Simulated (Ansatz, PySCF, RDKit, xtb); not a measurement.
# Solving CHFGe, step by step

Given the formula CHFGe and nothing else, which arrangement of the atoms is the most stable in the gas at 400 K, and what are its properties?

The funnel: GFN2-xTB relaxations, single points with a density functional, relaxations at PBE0-D3(BJ)/def2-SVP, harmonic vibrations, and a last energy at a higher level. All values are calculated.

7 further runs of the same task are left out: 7 set aside as unsound or not needed.

## (1) Drawing up candidates

All bonding patterns within simple valence rules are listed by program: one Lewis structure each, at most two rings and one unusual centre or charged pair. O–O, O–halogen and N–halogen bonds and N–N–N chains are not drawn. That gives 5 candidates.

| label | SMILES | spin |
| --- | --- | --- |
| c183 | [C+]#[GeH-][F] | singlet |
| c360 | F[C]#[GeH] | singlet |
| c835 | [CH]#[Ge][F] | singlet |
| c863 | F[CH]=[Ge] | singlet |
| c868 | F[CH]=[Ge] | triplet |

Candidates are built by distance geometry, with a force field where one applies, in up to four conformers (letters a to d). 16 starts with atoms placed at random are added, to find patterns that the rules miss.

Q: Predict the outcome of this search (final energies at CCSD(T)/def2-TZVPP).

| quantity | value |
| --- | --- |
| lowest structure found | F[CH]=[Ge], singlet, Cs |
| next finalist | [CH]#[Ge][F], singlet, 8.5 kcal/mol higher in G |
| share at equilibrium, among the finalists | 100.0 % |
| harmonic wavenumbers, lowest and highest (PBE0-D3(BJ)/def2-SVP) | 187 and 3066 cm⁻¹ |
| rotational constants, same geometry | 2.664, 0.1197, 0.1146 cm⁻¹ |
| dipole moment (PBE0/def2-TZVPD) | 1.24 D |
| HOMO energy (PBE0/def2-TZVPD) | -6.10 eV |
| LUMO energy (PBE0/def2-TZVPD) | -3.12 eV |
| HOMO–LUMO gap (PBE0/def2-TZVPD) | 2.98 eV |
| lowest excitation (TD-B3LYP/def2-SVPD) | 1.31 eV (f = 0.000) |
| strongest of the states computed, same level | 4.86 eV (f = 0.198) |
| lowest triplet excitation, same level, Tamm-Dancoff | 0.86 eV |
| vertical ionisation energy | 8.29 eV |
| vertical electron affinity | 1.16 eV |
| vertical triplet less singlet | +0.77 eV |

`F[CH]=[Ge]` comes out lowest. Among the finalists first place is clear (8.5 kcal/mol); structures outside the list aren't covered. r2SCAN-D4/def2-SVP, PBE0-D3(BJ)/def2-SVP and MP2/def2-TZVPP already put its bonding pattern lowest among the structures in one piece; HF/STO-3G and HF/def2-TZVPP favour the triplet [F][CH][Ge] ‡. A large T1 diagnostic among the finalists warns that one reference determinant may not suffice. It concerns: the finalist [CH]#[Ge][F] (singlet). Lowest found is not proven lowest: the search is finite, and each finalist counts with one conformer. The lowest isomer need not be the one that is made and kept in a bottle, which depends on barriers.

‡ marks the bonded skeleton alone, with all bonds drawn single: no Lewis structure was assigned that passes a check against the bond lengths.
